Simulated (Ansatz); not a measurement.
# C2H8BN: how energies converge with the basis set

Aim: see how fast density functionals converge with the basis set for C2H8BN.

Method: one geometry, several basis sets; program: Ansatz 0.2.0, Gaussian basis.

Levels to be run: PBE0-D4/def2-SVP; ωB97M-V/def2-SVP; PBE0-D4/def2-QZVPP; ωB97M-V/def2-QZVPP; the functionals' def2-TZVPP values are taken from earlier runs.

**1. Structure used throughout**

An earlier PBE0-D4 in a triple-zeta def2 set relaxation fixed the geometry.

12 atoms, charge 0, spin multiplicity 1.

Atoms are counted from 1 here; the program's logs count them from 0.

Bond lengths: B1–C2 1.568 Å, B1–N4 1.611 Å, B1–H5 1.199 Å, B1–H6 1.201 Å, C2–C3 1.500 Å, C2–N4 1.500 Å, C2–H7 1.087 Å, C3–H8 1.094 Å, C3–H9 1.092 Å, C3–H10 1.096 Å, N4–H11 1.008 Å, N4–H12 1.009 Å. Angles: C2–B1–N4 56.3°, C2–B1–H5 119.6°, C2–B1–H6 118.0°, N4–B1–H5 112.6°, N4–B1–H6 112.0°, H5–B1–H6 120.0°, B1–C2–C3 124.1°, B1–C2–N4 63.3°, B1–C2–H7 119.1°, C3–C2–N4 114.0°, C3–C2–H7 113.8°, N4–C2–H7 109.8°, C2–C3–H8 110.9°, C2–C3–H9 109.4°, C2–C3–H10 113.2°, H8–C3–H9 106.8°, H8–C3–H10 108.7°, H9–C3–H10 107.7° and more.

**2. PBE0-D4 in def2-SVP**

Input file in.yaml:

```yaml
crystal:
  periodic: [false, false, false]
  atoms:
    - {symbol: B, position_ang: [-1.123335, 0.725214, -0.373037]}
    - {symbol: C, position_ang: [0.380192, 0.286553, -0.297366]}
    - {symbol: C, position_ang: [1.103041, -0.024626, 0.979930]}
    - {symbol: N, position_ang: [-0.609146, -0.763667, -0.709275]}
    - {symbol: H, position_ang: [-1.522973, 1.304833, -1.344003]}
    - {symbol: H, position_ang: [-1.750828, 0.763865, 0.650399]}
    - {symbol: H, position_ang: [1.040754, 0.516117, -1.130104]}
    - {symbol: H, position_ang: [0.396389, -0.278272, 1.775330]}
    - {symbol: H, position_ang: [1.648520, 0.861435, 1.312509]}
    - {symbol: H, position_ang: [1.826253, -0.842195, 0.878070]}
    - {symbol: H, position_ang: [-0.558938, -1.092559, -1.660587]}
    - {symbol: H, position_ang: [-0.752930, -1.511797, -0.047866]}
basis:
  gaussian: {orbitals: def2-SVP}
hamiltonian: {xc: pbe0, dispersion: d4}
output: {orbitals: {seedname: orbitals}}
```

Launch:

```sh
$ ansatz run in.yaml --threads 2 --pin off --events-out ev --progress --plain --max-ram 4352MiB
```

Standard output:

```text
Functional definition: PBE0
  name "PBE0"
  cite "Adamo & Barone, J. Chem. Phys. 110, 6158 (1999) doi:10.1063/1.478522"
  cite "Perdew, Burke & Ernzerhof, Phys. Rev. Lett. 77, 3865 (1996) doi:10.1103/PhysRevLett.77.3865"
  parent pbe
  parameter a = 0.25
  parameter kappa = 0.804
  parameter beta = 0.06672455060314922
  exchange = (1 - a)*pbe_x(kappa = kappa, mu = beta*pi^2/3) + a*exact_x
  correlation = pbe_c(beta = beta)
1106 factors; their error is unknown
mean field evaluation 1: about -4355.8875 eV, gradient 4.9e1 eV
mean field evaluation 2: about -4354.4097 eV, gradient 5.6e1 eV
mean field evaluation 4: about -4362.0284 eV, gradient 1.9e0 eV
mean field evaluation 8: about -4362.0389 eV, gradient 2.3e-2 eV
mean field evaluation 16: about -4362.0191 eV, gradient 4.1e-5 eV
mean field -4362.01911490 eV, -160.3012457899 hartree, gradient 4.1e-5 eV, S^2 0.000000; 0 other end points of the search recorded, 0 dependent functions left out
reference -4362.01914132 eV, -160.3012467607 hartree; 16, 16 occupied and 80, 80 virtual orbitals, 1106 factors
Total energy: -4362.17709474 eV, -160.3070514419 hartree
```

Run time: 1.2 s. Hardware: 2 threads of Arm Neoverse V2, shared host.

**3. ωB97M-V in def2-SVP**

Changes to in.yaml since step 2:

```diff
@@ -17,3 +17,3 @@
   gaussian: {orbitals: def2-SVP}
-hamiltonian: {xc: pbe0, dispersion: d4}
+hamiltonian: {xc: {name: wB97M-V}}
 output: {orbitals: {seedname: orbitals}}
```

Same command.

Standard output (excerpt; [...] marks lines left out):

```text
Functional definition: wB97M-V
  name "wB97M-V"
  cite "Mardirossian & Head-Gordon, J. Chem. Phys. 144, 214110 (2016) doi:10.1063/1.4952647"
  cite "Becke, J. Chem. Phys. 107, 8554 (1997) doi:10.1063/1.475007"
  cite "Vydrov & Van Voorhis, J. Chem. Phys. 133, 244103 (2010) doi:10.1063/1.3521275"
  # Of w^i u^j: cxij and so on, Table III.
[...]
  gx(w, u) = 1 - cx + cx01*u + cx10*w
  gss(w, u) = css00 + css04*u^4 + css10*w + css20*w^2 + css43*w^4*u^3
  gos(w, u) = cos00 + cos10*w + (cos20 + cos21*u)*w^2 + (cos60 + cos61*u)*w^6
[...]
      + integral(e_c_pw_mod_opposite_spin*gos(b97_w_opposite, b97_u_opposite)) + vv10(b, c)
1106 factors; their error is unknown
296 factors; integrals over basis functions are off by at most 8.5e-6 eV
[...]
mean field -4364.72023176 eV, -160.4005100035 hartree, gradient 3.1e-5 eV, S^2 0.000000; 0 other end points of the search recorded, 0 dependent functions left out
reference -4364.72027322 eV, -160.4005115272 hartree; 16, 16 occupied and 80, 80 virtual orbitals, 1106 factors
Total energy: -4364.72027322 eV, -160.4005115272 hartree
```

Run time: 4.5 s. Hardware: 2 threads of Arm Neoverse V2, shared host.

**4. PBE0-D4 in def2-QZVPP**

Changes to in.yaml since step 3:

```diff
@@ -16,4 +16,4 @@
 basis:
-  gaussian: {orbitals: def2-SVP}
-hamiltonian: {xc: {name: wB97M-V}}
+  gaussian: {orbitals: "def2-QZVPP.json"}
+hamiltonian: {xc: pbe0, dispersion: d4}
 output: {orbitals: {seedname: orbitals}}
```

Same command.

Standard output:

```text
Functional definition: PBE0
  name "PBE0"
  cite "Adamo & Barone, J. Chem. Phys. 110, 6158 (1999) doi:10.1063/1.478522"
  cite "Perdew, Burke & Ernzerhof, Phys. Rev. Lett. 77, 3865 (1996) doi:10.1103/PhysRevLett.77.3865"
  parent pbe
  parameter a = 0.25
  parameter kappa = 0.804
  parameter beta = 0.06672455060314922
  exchange = (1 - a)*pbe_x(kappa = kappa, mu = beta*pi^2/3) + a*exact_x
  correlation = pbe_c(beta = beta)
1226 factors; their error is unknown
mean field evaluation 1: about -4357.0527 eV, gradient 6.6e1 eV
mean field evaluation 2: about -4350.5519 eV, gradient 8.4e1 eV
mean field evaluation 4: about -4367.0729 eV, gradient 3.9e0 eV
mean field evaluation 8: about -4367.1088 eV, gradient 5.5e-2 eV
mean field evaluation 16: about -4367.1065 eV, gradient 1.7e-5 eV
mean field -4367.10654333 eV, -160.4882053363 hartree, gradient 1.7e-5 eV, S^2 0.000000; 0 other end points of the search recorded, 0 dependent functions left out
reference -4367.10658494 eV, -160.4882068656 hartree; 16, 16 occupied and 452, 452 virtual orbitals, 1226 factors
Total energy: -4367.26453837 eV, -160.4940115468 hartree
```

It took 9 s on 2 threads of Arm Neoverse V2, shared host; peak memory 1.2 GiB.

**5. ωB97M-V in def2-QZVPP**

Changes to in.yaml since step 4:

```diff
@@ -17,3 +17,3 @@
   gaussian: {orbitals: "def2-QZVPP.json"}
-hamiltonian: {xc: pbe0, dispersion: d4}
+hamiltonian: {xc: {name: wB97M-V}}
 output: {orbitals: {seedname: orbitals}}
```

The command is unchanged.

Standard output (excerpt; [...] marks lines left out):

```text
Functional definition: wB97M-V
  name "wB97M-V"
  cite "Mardirossian & Head-Gordon, J. Chem. Phys. 144, 214110 (2016) doi:10.1063/1.4952647"
  cite "Becke, J. Chem. Phys. 107, 8554 (1997) doi:10.1063/1.475007"
  cite "Vydrov & Van Voorhis, J. Chem. Phys. 133, 244103 (2010) doi:10.1063/1.3521275"
  # Of w^i u^j: cxij and so on, Table III.
[...]
  gx(w, u) = 1 - cx + cx01*u + cx10*w
  gss(w, u) = css00 + css04*u^4 + css10*w + css20*w^2 + css43*w^4*u^3
  gos(w, u) = cos00 + cos10*w + (cos20 + cos21*u)*w^2 + (cos60 + cos61*u)*w^6
[...]
      + integral(e_c_pw_mod_opposite_spin*gos(b97_w_opposite, b97_u_opposite)) + vv10(b, c)
1226 factors; their error is unknown
387 factors; integrals over basis functions are off by at most 7.2e-6 eV
[...]
mean field -4370.08457225 eV, -160.5976458804 hartree, gradient 4.2e-5 eV, S^2 0.000000; 0 other end points of the search recorded, 0 dependent functions left out
reference -4370.08463798 eV, -160.5976482960 hartree; 16, 16 occupied and 452, 452 virtual orbitals, 1226 factors
Total energy: -4370.08463798 eV, -160.5976482960 hartree
```

It took 22 s on 2 threads of Arm Neoverse V2, shared host; peak memory 1.6 GiB.

**6. Density functionals: the series**

The def2-TZVPP values come from earlier runs at the same geometry.

| functional | basis | functions | energy (eV) | from the largest (eV) | HOMO (eV) | LUMO (eV) |
| --- | --- | --- | --- | --- | --- | --- |
| PBE0-D4 | def2-SVP | 96 | -4362.1771 | 5.087 | -7.25 | 1.24 |
| PBE0-D4 | def2-TZVPP | 236 | -4367.0063 | 0.258 | -7.32 | 0.58 |
| PBE0-D4 | def2-QZVPP | 468 | -4367.2645 | 0.000 | -7.34 | 0.21 |
| ωB97M-V | def2-SVP | 96 | -4364.7203 | 5.364 | -9.55 | 2.87 |
| ωB97M-V | def2-TZVPP | 236 | -4369.8391 | 0.246 | -9.64 | 1.95 |
| ωB97M-V | def2-QZVPP | 468 | -4370.0846 | 0.000 | -9.65 | 1.31 |

**7. Summary of results**

| quantity | value |
| --- | --- |
| PBE0-D4: double and triple zeta above quadruple | 5.09, 0.26 eV |
| ωB97M-V: double and triple zeta above quadruple | 5.36, 0.25 eV |

For PBE0-D4 the step from double to triple zeta gains 4.83 eV and the next only 0.26 eV. These are total energies; as a rule much of such shifts cancels in differences, which this series doesn't test. The LUMO of ωB97M-V is positive and keeps falling with the basis (2.87 to 1.31 eV): an unbound level that the basis holds in place.

For PBE0-D4 the largest set took about 8 times as long as the smallest (9 s against 1.2 s).
